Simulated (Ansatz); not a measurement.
# BiTe: band structure with PBEsol

BiTe:

```
Bi Te
1.0
     0.00000    3.23500    3.23500
     3.23500    0.00000    3.23500
     3.23500    3.23500    0.00000
Bi Te
1 1
Cartesian
  0.0000 0.0000 0.0000
  3.2350 3.2350 3.2350
```

- Program: Ansatz 0.2.0
- Task: band structure
- Functional: PBEsol
- Potentials or basis: Ansatz PAW
- Cutoff: 420 eV (not typed: the program's choice for these potentials)
- k mesh: 7 × 7 × 7
- Occupations: fermi-dirac, width 0.05 eV
- Spin: spin-orbit coupling, no magnetisation
- Path: [["G", "X", "W", "K", "G", "L", "U", "W", "L", "K"], ["U", "X"]]
- Points for each segment of the path: 14

```json
{"Pressure": "-0.3 GPa", "Band gap on the k mesh": "none (metal or under the smearing width)"}
```

Levels at the corners of the path, in eV from the Fermi level:
| point | band 27 | band 28 | band 29 | band 30 | band 31 | band 32 | band 33 | band 34 |
| --- | --- | --- | --- | --- | --- | --- | --- | --- |
| Γ | -2.00 | -2.00 | -2.00 | -2.00 | 0.73 | 0.73 | 2.98 | 2.98 |
| X | -4.34 | -4.34 | -3.52 | -3.52 | 2.32 | 2.32 | 2.68 | 2.68 |
| W | -4.82 | -4.82 | -1.43 | -1.43 | -0.33 | -0.33 | 3.93 | 3.93 |
| K | -3.79 | -3.79 | -3.02 | -3.02 | 1.37 | 1.37 | 2.66 | 2.66 |
| Γ | -2.00 | -2.00 | -2.00 | -2.00 | 0.73 | 0.73 | 2.98 | 2.98 |
| L | -1.90 | -1.90 | -1.51 | -1.51 | -1.30 | -1.30 | -0.19 | -0.19 |
| U | -3.79 | -3.79 | -3.02 | -3.02 | 1.37 | 1.37 | 2.66 | 2.66 |
| W | -4.82 | -4.82 | -1.43 | -1.43 | -0.33 | -0.33 | 3.93 | 3.93 |
| L | -1.90 | -1.90 | -1.51 | -1.51 | -1.30 | -1.30 | -0.19 | -0.19 |
| K | -3.79 | -3.79 | -3.02 | -3.02 | 1.37 | 1.37 | 2.66 | 2.66 |
| U | -3.79 | -3.79 | -3.02 | -3.02 | 1.37 | 1.37 | 2.66 | 2.66 |
| X | -4.34 | -4.34 | -3.52 | -3.52 | 2.32 | 2.32 | 2.68 | 2.68 |

Run time: 29 s on 2 threads of Arm Neoverse V1 (shared host), peak memory 0.64 GiB.

Caveat: the PAW data sets come from PBE, with cores solved anew for the run's functional, which leaves a small shift of forces and pressure.
